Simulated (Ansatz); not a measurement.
# Ytterbium, omega (AlB2-type) under r²SCAN: structure, energy and stiffness

What does r²SCAN give for ytterbium in the omega (AlB2-type) structure? We relax it, solve it on a dense k-mesh, then scale the cell to 7 volumes from 88 to 112 % of the relaxed one and try a fit of the equation of state. Spin polarisation is left out. The k-meshes are 6×6×8 for the relaxation; 8×8×12 for the dense run; 7×7×10 for the volumes.

Method: DFT r2SCAN, plane waves (500 eV) with PAW, scalar-relativistic; PBE-made PAW files, in Ansatz 0.2.0.

## 1. The structure to begin with

Symmetry: P6/mmm, No. 191, hexagonal system. Conventional cell: a = 6.156 Å, b = 6.156 Å, c = 3.774 Å, α = 90.00°, β = 90.00°, γ = 120.00°. Yb (site symmetry 6/mmm) is surrounded by 14 Yb at 3.77 to 4.02 Å. Yb (site symmetry -6m2) is surrounded by 11 Yb at 3.55 to 4.02 Å.

Structure file:

```cif
data_structure
_symmetry_space_group_name_H-M 'P 1'
_symmetry_Int_Tables_number 1
_cell_length_a 6.1559
_cell_length_b 6.1559
_cell_length_c 3.7736
_cell_angle_alpha 90.000
_cell_angle_beta 90.000
_cell_angle_gamma 120.000
_cell_volume 123.84
loop_
_atom_site_label
_atom_site_type_symbol
_atom_site_fract_x
_atom_site_fract_y
_atom_site_fract_z
_atom_site_occupancy
Yb1 Yb 0.00000 0.00000 0.00000 1
Yb2 Yb 0.33333 0.66667 0.50000 1
Yb3 Yb 0.66667 0.33333 0.50000 1
```

## 2. Relaxation of the cell

Contents of input.yaml:

```yaml
crystal:
  lattice:
    - [6.1559491183, 0.0, 0.0]
    - [-3.0779745591, 5.3312083209, 0.0]
    - [0.0, 0.0, 3.7735968095]
  atoms:
    - { symbol: Yb, position: [0.0, 0.0, 0.0] }
    - { symbol: Yb, position: [0.3333333333, 0.6666666667, 0.5] }
    - { symbol: Yb, position: [0.6666666667, 0.3333333333, 0.5] }
hamiltonian:
  xc: r2scan
  pseudopotentials:
    kind: paw
    azcp:
      Yb: "pseudopotentials/Yb.paw.azcp"
basis:
  ecutwfc: 500
  fft_grid_basis: typed
kpoints:
  mp_grid: { grid: [6, 6, 8], shift: [0, 0, 0] }
magnetization:
  spin_polarized: false
scf:
  occupations: { method: fermi_dirac, width: 0.1 }
relax:
  max_steps: 60
  f_tol: 0.01
  cell: {}
```

On the command line:

```console
$ ansatz run input.yaml --threads 1 --pin off --max-ram 3584MiB --backend cpu --events-out ev --progress --plain --runs-dir out
```

The runs that follow: Single point on a dense mesh; At 88 % of the relaxed volume; At 92 % of the relaxed volume; At 96 % of the relaxed volume; At 100 % of the relaxed volume; At 104 % of the relaxed volume; At 108 % of the relaxed volume; At 112 % of the relaxed volume.

Q: Predict the outcome of this session. Wanted: space group; conventional cell; volume; shortest distance; gap on the mesh; relative to fcc; V₀, B₀, B₀′.

As calculated:

| quantity | value |
| --- | --- |
| space group (spins left aside) | P6/mmm (No. 191) |
| conventional cell | a = 5.874 Å, c = 3.470 Å (c/a = 0.591) |
| volume | 34.562 Å³/atom |
| shortest distance | 3.391 Å |
| gap on the mesh | none (levels filled in part) |
| relative to fcc | +66 meV/atom |
| V₀, B₀, B₀′ | 34.231 Å³/atom, 19.6 GPa, 4.3 |

What this shows: The relaxation shrank the cell by 16.3 % in volume. Against the reference form of ytterbium (fcc, computed apart with the same settings) it stands 66 meV/atom higher. Levels at the Fermi energy are filled in part, as in a metal. The fitted modulus is 19.6 GPa, a soft solid; letting shape and positions relax at each volume could only lower it. The symmetry was held, so the structure may be unstable against distortions that break it.
